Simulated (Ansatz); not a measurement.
# C₂H₇BSeSi: how energies converge with the basis set

How large a basis does C₂H₇BSeSi need? Two functionals are run in growing sets.

Computed with Ansatz 0.2.0, Gaussian basis. Level: one geometry, several basis sets.

Plan: PBE0-D4/def2-SVP; ωB97M-V/def2-SVP; PBE0-D4/def2-QZVPP; ωB97M-V/def2-QZVPP; the functionals' def2-TZVPP values are taken from earlier runs.

**1. The geometry**

The geometry comes from an earlier relaxation with PBE0-D4 in a triple-zeta def2 set; it is a stationary point, not always the lowest conformer.

SMILES `C=C([SeH])B[SiH3]`, 12 atoms, charge 0, spin multiplicity 1.

Atoms are counted from 1 here; the program's logs count them from 0.

Bond lengths: C1–C2 1.344 Å, C1–H6 1.087 Å, C1–H7 1.084 Å, C2–Se3 1.911 Å, C2–B4 1.538 Å, Se3–H8 1.466 Å, B4–Si5 2.013 Å, B4–H9 1.201 Å, Si5–H10 1.491 Å, Si5–H11 1.491 Å, Si5–H12 1.491 Å. Angles: C2–C1–H6 123.7°, C2–C1–H7 119.4°, H6–C1–H7 116.9°, C1–C2–Se3 118.4°, C1–C2–B4 118.3°, Se3–C2–B4 123.3°, C2–Se3–H8 95.2°, C2–B4–Si5 130.2°, C2–B4–H9 114.7°, Si5–B4–H9 115.1°, B4–Si5–H10 108.6°, B4–Si5–H11 116.5°, B4–Si5–H12 108.7°, H10–Si5–H11 107.6°, H10–Si5–H12 107.5°, H11–Si5–H12 107.6°.

**2. PBE0-D4 in def2-SVP**

File in.yaml:

```yaml
crystal:
  periodic: [false, false, false]
  atoms:
    - {symbol: C, position_ang: [-0.922621, 1.938562, 1.004106]}
    - {symbol: C, position_ang: [-0.478733, 0.685630, 0.802861]}
    - {symbol: Se, position_ang: [-0.568673, -0.553969, 2.254210]}
    - {symbol: B, position_ang: [0.080352, 0.324186, -0.583741]}
    - {symbol: Si, position_ang: [0.861804, -1.404173, -1.259119]}
    - {symbol: H, position_ang: [-1.324819, 2.291057, 1.950754]}
    - {symbol: H, position_ang: [-0.885796, 2.653806, 0.190171]}
    - {symbol: H, position_ang: [0.035482, -1.666871, 1.515659]}
    - {symbol: H, position_ang: [0.047064, 1.216572, -1.386758]}
    - {symbol: H, position_ang: [0.057510, -1.865371, -2.427439]}
    - {symbol: H, position_ang: [0.927224, -2.529995, -0.283152]}
    - {symbol: H, position_ang: [2.248207, -1.144634, -1.743551]}
basis:
  gaussian: {orbitals: def2-SVP}
hamiltonian: {xc: pbe0, dispersion: d4}
output: {orbitals: {seedname: orbitals}}
```

After this run come: ωB97M-V in def2-SVP; PBE0-D4 in def2-QZVPP; ωB97M-V in def2-QZVPP.

Before running them: what should the planned runs give, taken together? Wanted: PBE0-D4: double and triple zeta above quadruple; ωB97M-V: double and triple zeta above quadruple.

As calculated:

| quantity | value |
| --- | --- |
| PBE0-D4: double and triple zeta above quadruple | 15.62, 1.80 eV |
| ωB97M-V: double and triple zeta above quadruple | 15.74, 1.73 eV |

In words: For PBE0-D4 the step from double to triple zeta gains 13.82 eV and the next only 1.80 eV. These are total energies; as a rule much of such shifts cancels in differences, which this series doesn't test.
